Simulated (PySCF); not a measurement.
# C5H6ClPS: the cost of one run

Programs: PySCF 2.14.0, with routines of our own; each step states its level. All values are computed. Atoms count from 0.

## 1. The starting structure

14 atoms, charge 0, multiplicity 1; geometry from: GFN2-xTB.

## 2. Excited states: TDA PBE0/def2-SVPD

The job: settings as JSON, then the geometry in Å.

```
{"job": {"kind": "states", "xc": "PBE0", "basis": "def2-SVPD", "tda": true, "soc": true, "nstates": 5, "ntriplets": 5, "nquad": 4}, "charge": 0, "multiplicity": 1}
C     -1.856688    -0.906127     0.275115
C     -1.228111     0.243983    -0.509327
C      0.247771     0.315914    -0.247950
C      0.812801     1.301893     0.485129
S      2.510611     1.247531     0.748074
C      2.712417    -0.218869    -0.151605
Cl     4.300647    -0.859064    -0.282319
P      1.337656    -0.954735    -0.864487
H     -1.386011    -1.847554    -0.003168
H     -1.720531    -0.755226     1.343694
H     -2.921479    -0.972312     0.065872
H     -1.697425     1.188234    -0.225706
H     -1.397407     0.084005    -1.576740
H      0.285071     2.131853     0.921250
```

With the program's defaults for keys left out, this is: TDA PBE0/def2-SVPD excited states, vertical, gas phase, spin-orbit mean-field couplings.

Launch:

```sh
$ OMP_NUM_THREADS=1 python excited_run.py task.json out
```

One launch serves the whole session: the jobs run in the order shown.

Q: Estimate the wall time and peak memory of this first job on 1 thread of Arm Neoverse V1, shared host.

About 40 s, with a peak of 0.9 GiB.
